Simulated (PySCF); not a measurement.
**CsB⁺: changing the method**

Starting from one script, swap the method and compare what comes out for CsB⁺.

Program: PySCF 2.14.0. Level of theory: method and basis as typed in the scripts. These are calculated values, not measurements.

6 further runs of the same task are left out: 1 for a known fault of the program, 5 that didn't finish.

### Step 1. Where the work starts

CsB⁺: 2 atoms, charge 1, spin multiplicity 2.

Bond lengths: Cs1–B2 2.964 Å.

### Step 2. Base script

The input, input.py:

```python
from pyscf import gto, dft

mol = gto.M(
    atom='Cs 0 0 0; B 0 0 2.964',
    basis='sbkjc',
    ecp={'Cs': 'sbkjc', 'B': 'sbkjc'},
    charge=1,
    spin=1,
    symmetry=True,
    verbose=3,
)
mf = dft.UKS(mol, xc='pw6b95')
mf.kernel()
mf.dip_moment()
print('orbital energies (hartree):', [e[max(0, n-3):n+3].round(4) for e, n in zip(mf.mo_energy, mol.nelec)])
```

Run with:

```sh
$ OMP_NUM_THREADS=1 python input.py
```

The log of this run is left out.

It gives: E(SCF) = -2.579047 Eh, ⟨S²⟩ = 0.751.

The bond length is a typed value, not an optimised one. The dipole of an ion depends on the origin.

### Step 3. Olyp

Run 1 changes functional: pw6b95 → olyp.

The input, input.py:

```python
from pyscf import gto, dft

mol = gto.M(
    atom='Cs 0 0 0; B 0 0 2.964',
    basis='sbkjc',
    ecp={'Cs': 'sbkjc', 'B': 'sbkjc'},
    charge=1,
    spin=1,
    symmetry=True,
    verbose=3,
)
mf = dft.UKS(mol, xc='olyp')
mf.kernel()
mf.dip_moment()
print('orbital energies (hartree):', [e[max(0, n-3):n+3].round(4) for e, n in zip(mf.mo_energy, mol.nelec)])
```

Run with:

```sh
$ OMP_NUM_THREADS=1 python input.py
```

### Step 4. ROKS

Run 2 changes SCF type: UKS → ROKS.

The input, input.py:

```python
from pyscf import gto, dft

mol = gto.M(
    atom='Cs 0 0 0; B 0 0 2.964',
    basis='sbkjc',
    ecp={'Cs': 'sbkjc', 'B': 'sbkjc'},
    charge=1,
    spin=1,
    symmetry=True,
    verbose=3,
)
mf = dft.ROKS(mol, xc='pw6b95')
mf.kernel()
mf.dip_moment()
print('orbital energies (hartree):', mf.mo_energy[..., max(0, mol.nelec[1]-3):mol.nelec[0]+3].round(4))
```

### Step 5. TDA

Run 3 changes step after the SCF: none → tda; number of roots: none → 4.

Changes to input.py since step 2:

```diff
@@ -1,2 +1,2 @@
-from pyscf import gto, dft
+from pyscf import gto, dft, tdscf
 
@@ -13,2 +13,6 @@
 mf.kernel()
+td = tdscf.TDA(mf)
+td.nstates = 4
+td.kernel()
+td.analyze(verbose=3)
 mf.dip_moment()
```

**Question.** What will these runs give? Wanted: for each run, E(SCF); from base; after the SCF.

**Answer**, as computed:

```csv
run,E(SCF) (hartree),from base (eV),after the SCF
base,-2.579047,0,n/a
olyp,-2.583001,not comparable,n/a
ROKS,-2.578904,+0.0039,n/a
TDA,-2.579047,0.0000,lowest root found 4.25 eV
```

In words: Total energies of different functionals can't be compared with each other; differences within one functional can.
